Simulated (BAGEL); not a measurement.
# A workflow on triplet CH3BF3Ge+

Wanted: a single-point energy (triplet CH3BF3Ge+, UHF/x2c-SV(P)all), then the energy (singlet CH3BF3Ge+, HF/x2c-SVPall), then the energy (triplet CH3BF3Ge+, UHF/x2c-SVPall), then the energy (singlet CH3BF3Ge+, HF/x2c-TZVPall), then the energy (triplet CH3BF3Ge+, UHF/x2c-TZVPall), then a single-point energy (singlet CH3BF3Ge+, HF/x2c-QZVPall) of CH3BF3Ge. 

The calculation is run with BAGEL 1.2.2.

2 further runs of the same task are left out: 2 set aside as unsound or not needed.

### 1 The molecule

CH3BF3Ge+ has 9 atoms, charge +1, and is taken as a triplet. SMILES of the parent species: `[CH3][Ge+]([F])[B](F)F`. Geometry: a GFN2-xTB relaxation, a rough one for these elements and not checked as a minimum. That shape belongs to the parent species and isn't relaxed for this state.

Bond lengths: C1–Ge2 2.003 Å, Ge2–F3 1.729 Å, Ge2–B4 2.228 Å, B4–F5 1.274 Å, B4–F6 1.276 Å, C1–H7 1.092 Å, C1–H8 1.097 Å, C1–H9 1.097 Å. Some angles: C1–Ge2–F3 103.8°, C1–Ge2–B4 154.9°, F3–Ge2–B4 101.3°, Ge2–B4–F5 115.3°, Ge2–B4–F6 119.5°, F5–B4–F6 125.2°, Ge2–C1–H7 111.8°, Ge2–C1–H8 107.1°, Ge2–C1–H9 107.2°, H7–C1–H8 110.9°.

### 2 A single-point energy at UHF/x2c-SV(P)all (DKH2, density fitting with tzvpp-jkfit, property spin gap) (run 1)

calc.json

```json
{ "bagel" : [

{
  "title" : "molecule",
  "basis" : "x2c-sv_p_all.json",
  "df_basis" : "tzvpp-jkfit",
  "angstrom" : true,
  "dkh" : true,
  "geometry" : [
    { "atom" : "C", "xyz" : [   -1.827570,   -0.232630,   -0.019740 ] },
    { "atom" : "Ge", "xyz" : [    0.127990,    0.202360,   -0.000590 ] },
    { "atom" : "F", "xyz" : [    0.165210,    1.931220,   -0.020140 ] },
    { "atom" : "B", "xyz" : [    2.303130,   -0.280720,    0.029180 ] },
    { "atom" : "F", "xyz" : [    3.084040,    0.724700,    0.087070 ] },
    { "atom" : "F", "xyz" : [    2.676590,   -1.500590,   -0.012720 ] },
    { "atom" : "H", "xyz" : [   -2.003290,   -1.308940,   -0.075000 ] },
    { "atom" : "H", "xyz" : [   -2.263930,    0.280640,   -0.885140 ] },
    { "atom" : "H", "xyz" : [   -2.262170,    0.183950,    0.897070 ] }
  ]
},
{
  "title" : "uhf",
  "charge" : 1,
  "nopen" : 2
},
{
  "title" : "print",
  "file" : "orbitals.molden",
  "orbitals" : true
}

]}
```

The basis set x2c-SV(P)all is read from a file made from the Basis Set Exchange's data (not shown).

On the command line:

```
$ BAGEL_NUM_THREADS=1 BAGEL calc.json > calc.out
```

Log:

```text
* using 1 threads per process

  ===============================================================
  ===============================================================

  *** Geometry ***

  { "atom" : "C", "xyz" : [     -3.453607,     -0.439607,     -0.037303 ] },
  { "atom" : "Ge", "xyz" : [      0.241866,      0.382405,     -0.001115 ] },
  { "atom" : "F", "xyz" : [      0.312202,      3.649477,     -0.038059 ] },
  { "atom" : "B", "xyz" : [      4.352285,     -0.530484,      0.055142 ] },
  { "atom" : "F", "xyz" : [      5.827991,      1.369485,      0.164538 ] },
  { "atom" : "F", "xyz" : [      5.058022,     -2.835704,     -0.024037 ] },
  { "atom" : "H", "xyz" : [     -3.785669,     -2.473538,     -0.141729 ] },
  { "atom" : "H", "xyz" : [     -4.278208,      0.530333,     -1.672672 ] },
  { "atom" : "H", "xyz" : [     -4.274882,      0.347615,      1.695217 ] },

  Number of auxiliary basis functions:      701

  Since a DF basis is specified, we compute 2- and 3-index integrals:
    o Being stored without compression. Storage requirement is 0.065 GB

  Number of basis functions:      108
  Number of electrons      :       73

    * METHOD: MOLECULE                             0.64

  *** Open-shell HF ***

  === Nuclear Repulsion ===
   431.1160584516

      * DIIS with orbital gradients will be used.

  === UHF iteration (x2c-sv_p_all.json) ===
      0      -2458.52851098          0.03635294           0.47
      1      -2458.72061256          0.02813968           0.46
      2      -2458.80502631          0.01909649           0.46
      3      -2458.88054418          0.00105975           0.47
      4      -2458.88146412          0.00056989           0.46
      5      -2458.88172784          0.00022915           0.45
      6      -2458.88182877          0.00012427           0.45
      7      -2458.88186719          0.00006921           0.45
      8      -2458.88187907          0.00004400           0.46
      9      -2458.88188433          0.00003441           0.47
     10      -2458.88189037          0.00002241           0.46
     11      -2458.88189349          0.00001197           0.46
     12      -2458.88189419          0.00000643           0.47
     13      -2458.88189440          0.00000329           0.47
     14      -2458.88189445          0.00000185           0.46
     15      -2458.88189447          0.00000114           0.46
     16      -2458.88189447          0.00000073           0.46
     17      -2458.88189447          0.00000057           0.48
     18      -2458.88189447          0.00000048           0.46
     19      -2458.88189447          0.00000039           0.46
     20      -2458.88189447          0.00000029           0.46
     21      -2458.88189447          0.00000019           0.46
     22      -2458.88189447          0.00000012           0.46
     23      -2458.88189447          0.00000007           0.46
     24      -2458.88189447          0.00000005           0.46
     25      -2458.88189447          0.00000003           0.46
     26      -2458.88189447          0.00000002           0.47
     27      -2458.88189447          0.00000002           0.46
     28      -2458.88189447          0.00000002           0.46
     29      -2458.88189447          0.00000001           0.46
     30      -2458.88189447          0.00000001           0.46
    * SCF iteration converged.

    * S^2 (UHF) is 2.0326

    * Permanent dipole moment:
           (    1.519317,     1.447328,     0.004278) a.u.

    * METHOD: UHF                                 14.91

    * METHOD: PRINT                                0.03

  ===============================================================
```

It took 16 s on 1 thread of Arm Neoverse V1, shared host; peak memory 0.24 GiB.

### 3 The singlet: the energy at HF/x2c-SVPall (DKH2, density fitting with tzvpp-jkfit, property spin gap) (run 2)

input.json

```json
{ "bagel": [

{
  "title": "molecule",
  "basis": "x2c-svpall.json",
  "df_basis": "tzvpp-jkfit",
  "angstrom": true,
  "dkh": true,
  "geometry": [
    { "atom": "C", "xyz": [   -1.827570,   -0.232630,   -0.019740 ] },
    { "atom": "Ge", "xyz": [    0.127990,    0.202360,   -0.000590 ] },
    { "atom": "F", "xyz": [    0.165210,    1.931220,   -0.020140 ] },
    { "atom": "B", "xyz": [    2.303130,   -0.280720,    0.029180 ] },
    { "atom": "F", "xyz": [    3.084040,    0.724700,    0.087070 ] },
    { "atom": "F", "xyz": [    2.676590,   -1.500590,   -0.012720 ] },
    { "atom": "H", "xyz": [   -2.003290,   -1.308940,   -0.075000 ] },
    { "atom": "H", "xyz": [   -2.263930,    0.280640,   -0.885140 ] },
    { "atom": "H", "xyz": [   -2.262170,    0.183950,    0.897070 ] }
  ]
},
{ "title": "hf", "charge": 1 },
{ "title": "print", "file": "orbitals.molden", "orbitals": true }

]}
```

The basis set x2c-SVPall is read from a file made from the Basis Set Exchange's data (not shown).

On the command line:

```
$ BAGEL_NUM_THREADS=1 BAGEL input.json > input.out
```

Log:

```text
* using 1 threads per process

  ===============================================================
  ===============================================================

  *** Geometry ***

  { "atom" : "C", "xyz" : [     -3.453607,     -0.439607,     -0.037303 ] },
  { "atom" : "Ge", "xyz" : [      0.241866,      0.382405,     -0.001115 ] },
  { "atom" : "F", "xyz" : [      0.312202,      3.649477,     -0.038059 ] },
  { "atom" : "B", "xyz" : [      4.352285,     -0.530484,      0.055142 ] },
  { "atom" : "F", "xyz" : [      5.827991,      1.369485,      0.164538 ] },
  { "atom" : "F", "xyz" : [      5.058022,     -2.835704,     -0.024037 ] },
  { "atom" : "H", "xyz" : [     -3.785669,     -2.473538,     -0.141729 ] },
  { "atom" : "H", "xyz" : [     -4.278208,      0.530333,     -1.672672 ] },
  { "atom" : "H", "xyz" : [     -4.274882,      0.347615,      1.695217 ] },

  Number of auxiliary basis functions:      701

  Since a DF basis is specified, we compute 2- and 3-index integrals:
    o Being stored without compression. Storage requirement is 0.077 GB

  Number of basis functions:      117
  Number of electrons      :       73

    * METHOD: MOLECULE                             0.65

  *** RHF ***

  === Nuclear Repulsion ===
   431.1160584516

      * DIIS with orbital gradients will be used.

  === RHF iteration (x2c-svpall.json) ===
      0      -2458.66602941          0.01832663           0.26
      1      -2458.88375179          0.01310644           0.24
      2      -2459.03313026          0.00136424           0.24
      3      -2459.03555467          0.00061821           0.24
      4      -2459.03597982          0.00011497           0.24
      5      -2459.03600270          0.00004079           0.24
      6      -2459.03600549          0.00001545           0.25
      7      -2459.03600613          0.00000421           0.25
      8      -2459.03600617          0.00000096           0.24
      9      -2459.03600617          0.00000033           0.25
     10      -2459.03600617          0.00000018           0.25
     11      -2459.03600617          0.00000005           0.25
     12      -2459.03600617          0.00000002           0.24
     13      -2459.03600617          0.00000001           0.25
    * SCF iteration converged.

    * Permanent dipole moment:
           (    1.396134,     1.256229,    -0.001827) a.u.

    * METHOD: HF                                   4.15

    * METHOD: PRINT                                0.03

  ===============================================================
```

It took 5.1 s on 1 thread of Arm Neoverse V1, shared host; peak memory 0.26 GiB.

Runs 3 to 5 aren't shown in full; the table further down has their settings and results.

### 4 The singlet: a single-point energy at HF/x2c-QZVPall (DKH2, density fitting with qzvpp-jkfit, property spin gap) (run 6)

calc.json

```json
{ "bagel" : [

{
  "title" : "molecule",
  "basis" : "x2c-qzvpall.json",
  "df_basis" : "qzvpp-jkfit",
  "angstrom" : true,
  "dkh" : true,
  "geometry" : [
    { "atom" : "C", "xyz" : [      -1.827570,      -0.232630,      -0.019740 ] },
    { "atom" : "Ge", "xyz" : [       0.127990,       0.202360,      -0.000590 ] },
    { "atom" : "F", "xyz" : [       0.165210,       1.931220,      -0.020140 ] },
    { "atom" : "B", "xyz" : [       2.303130,      -0.280720,       0.029180 ] },
    { "atom" : "F", "xyz" : [       3.084040,       0.724700,       0.087070 ] },
    { "atom" : "F", "xyz" : [       2.676590,      -1.500590,      -0.012720 ] },
    { "atom" : "H", "xyz" : [      -2.003290,      -1.308940,      -0.075000 ] },
    { "atom" : "H", "xyz" : [      -2.263930,       0.280640,      -0.885140 ] },
    { "atom" : "H", "xyz" : [      -2.262170,       0.183950,       0.897070 ] }
  ]
},

{
  "title" : "hf",
  "charge" : 1
},

{
  "title" : "print",
  "file" : "orbitals.molden",
  "orbitals" : true
}

]}
```

The basis set x2c-QZVPall is read from a file made from the Basis Set Exchange's data (not shown).

On the command line:

```
$ BAGEL_NUM_THREADS=1 BAGEL calc.json > calc.out
```

Log:

```text
* using 1 threads per process

  ===============================================================
  ===============================================================

  *** Geometry ***

  { "atom" : "C", "xyz" : [     -3.453607,     -0.439607,     -0.037303 ] },
  { "atom" : "Ge", "xyz" : [      0.241866,      0.382405,     -0.001115 ] },
  { "atom" : "F", "xyz" : [      0.312202,      3.649477,     -0.038059 ] },
  { "atom" : "B", "xyz" : [      4.352285,     -0.530484,      0.055142 ] },
  { "atom" : "F", "xyz" : [      5.827991,      1.369485,      0.164538 ] },
  { "atom" : "F", "xyz" : [      5.058022,     -2.835704,     -0.024037 ] },
  { "atom" : "H", "xyz" : [     -3.785669,     -2.473538,     -0.141729 ] },
  { "atom" : "H", "xyz" : [     -4.278208,      0.530333,     -1.672672 ] },
  { "atom" : "H", "xyz" : [     -4.274882,      0.347615,      1.695217 ] },

  Number of auxiliary basis functions:      701

  Since a DF basis is specified, we compute 2- and 3-index integrals:
    o Being stored without compression. Storage requirement is 1.176 GB

  Number of basis functions:      458
  Number of electrons      :       73

    * METHOD: MOLECULE                             3.13

  *** RHF ***

  === Nuclear Repulsion ===
   431.1160584516

      * DIIS with orbital gradients will be used.

  === RHF iteration (x2c-qzvpall.json) ===
      0      -2459.22945712          0.01428452           1.82
      1      -2459.60317085          0.01014088           1.92
      2      -2459.92244626          0.00114071           1.92
      3      -2459.92794658          0.00056986           1.94
      4      -2459.92936368          0.00011437           1.98
      5      -2459.92943903          0.00005038           1.95
      6      -2459.92945070          0.00001742           1.97
      7      -2459.92945352          0.00000631           1.93
      8      -2459.92945373          0.00000271           1.94
      9      -2459.92945377          0.00000090           1.96
     10      -2459.92945378          0.00000046           2.02
     11      -2459.92945378          0.00000015           2.01
     12      -2459.92945378          0.00000007           1.99
     13      -2459.92945378          0.00000003           2.01
     14      -2459.92945378          0.00000001           1.99
     15      -2459.92945378          0.00000001           1.96
    * SCF iteration converged.

    * Permanent dipole moment:
           (    1.425988,     1.220527,     0.000255) a.u.

    * METHOD: HF                                  37.49

    * METHOD: PRINT                                0.50

  ===============================================================
```

Run time: 42 s. Hardware: 1 thread of Arm Neoverse V1, shared host; peak memory 1.7 GiB.

### 5 All runs side by side

| run | level | integral approximation | partner | energy (Eh) | wall time |
| --- | --- | --- | --- | --- | --- |
| 1 | UHF/x2c-SV(P)all (DKH2, density fitting with tzvpp-jkfit, property spin gap) | tzvpp-jkfit | triplet | -2458.881894 | 16 s |
| 2 | HF/x2c-SVPall (DKH2, density fitting with tzvpp-jkfit, property spin gap) | tzvpp-jkfit | base | -2459.036006 | 5.1 s |
| 3 | UHF/x2c-SVPall (DKH2, density fitting with tzvpp-jkfit, property spin gap) | tzvpp-jkfit | triplet | -2458.892123 | 18 s |
| 4 | HF/x2c-TZVPall (DKH2, density fitting with tzvpp-jkfit, property spin gap) | tzvpp-jkfit | base | -2459.841808 | 14 s |
| 5 | UHF/x2c-TZVPall (DKH2, density fitting with tzvpp-jkfit, property spin gap) | tzvpp-jkfit | triplet | -2459.703514 | 49 s |
| 6 | HF/x2c-QZVPall (DKH2, density fitting with qzvpp-jkfit, property spin gap) | qzvpp-jkfit | base | -2459.929454 | 42 s |

### 6 What came out

| quantity | value |
| --- | --- |
| singlet, run 6: total energy | -2459.92945 Eh |
| singlet, run 6: HOMO energy | -17.76 eV |
| singlet, run 6: LUMO energy | -5.86 eV |
| singlet, run 6: HOMO–LUMO gap | 11.90 eV |
| vertical energy of the triplet above the singlet, HF/x2c-SVPall | 3.915 eV |
| vertical energy of the triplet above the singlet, HF/x2c-TZVPall | 3.763 eV |

What this shows: At HF/x2c-SVPall: at this shape the triplet lies 3.92 eV (378 kJ/mol) above the singlet. At HF/x2c-TZVPall: at this shape the triplet lies 3.76 eV (363 kJ/mol) above the singlet. Over runs 2, 4, 6 the HOMO–LUMO gap runs from 11.90 eV (HF/x2c-QZVPall) to 11.99 eV (HF/x2c-SVPall). All runs together took 2.4 min, the longest 49 s.
